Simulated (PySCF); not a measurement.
# C3H9Al (AlH2(nPr)): the cost of one run

Programs: PySCF 2.14.0, with density-fitted response routines of our own. Each step states its level of theory. These are calculated values for one molecule in the gas phase, unless marked as measured. Atoms are numbered from 0 throughout.

## (1) Starting geometry

13 atoms, charge 0, multiplicity 1; geometry from: GFN2-xTB. The atoms were then displaced at random by about 0.03 Å, so the start is not that level's minimum.

Bonds of the start (Å): Al0–H1 1.48, Al0–H2 1.67, Al0–C3 1.90, C3–C4 1.60, C3–H6 1.17, C3–H7 1.07, C4–C5 1.50, C4–H8 1.05, C4–H9 1.08, C5–H10 1.12, C5–H11 1.06, C5–H12 1.03.

## (2) Relaxing the molecule at PBE0-D3(BJ)/def2-SVP

The job: settings as JSON, then the geometry in Å.

```
{"job": {"xc": "PBE0", "basis": "def2-SVP", "d3": "d3bj", "grid": 1, "maxiter": 40, "shake": 0.03, "kind": "geom"}, "charge": 0, "multiplicity": 1}
Al     1.224010     1.887840     0.798990
H      2.694250     2.035850     0.810310
H      0.405650     3.340990     0.697800
C      0.264960     0.243910     0.757670
C     -0.172650    -0.264380    -0.693600
C     -0.941850    -1.548880    -0.664370
H     -0.756470     0.298660     1.325360
H      0.781240    -0.547580     1.254030
H      0.758600    -0.350390    -1.171080
H     -0.766580     0.510200    -1.146520
H     -1.899970    -1.463330    -0.098540
H     -1.128350    -1.885250    -1.653250
H     -0.432210    -2.309740    -0.194610
```

On the command line:

```sh
$ OMP_NUM_THREADS=1 python probes_run.py task.json out
```

This one command runs all jobs of the session in turn.

**Question.** How long does this first job take on 1 thread of AMD EPYC, shared host, and how much memory does it need?

About 52 s, with a peak of 0.41 GiB.
